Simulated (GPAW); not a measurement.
SnSe2:

```
Sn Se
1.0
     3.81100    0.00000    0.00000
    -1.90550    3.30042    0.00000
     0.00000    0.00000    6.13600
Sn Se
1 2
Direct
  0.00000 0.00000 0.00000
  0.33333 0.66667 0.24900
  0.66667 0.33333 0.75100
```

Program: GPAW 26.7.0. Alike in all runs: no spin polarisation; cell as given; k mesh 7 × 7 × 5; cutoff (eV) 600; smearing fermi-dirac 0.05 eV.

Question: Order these runs on this cell by their band gap on the k mesh, lowest first.
A. level TB-mBJ; potentials or basis GPAW PAW data sets for LDA (gpaw-data 1.2.1), pw
B. level GLLB-SC; potentials or basis the program's PAW data sets (release 1.2.1) made for this functional, pw
C. level LDA; potentials or basis the program's PAW data sets (release 1.2.1) made for this functional, pw; band path GMKGALHA,LM,KH; band points 100

Answer: C (0.67 eV), B (1.06 eV), A (1.35 eV).

Caveats: spin-orbit coupling is left out, which moves the levels of the heavy elements; a model potential gives levels but no total energy (some runs); an odd mesh through Γ misses points on the zone boundary, where band edges often lie (some runs).

Not every run made on this cell is shown here.
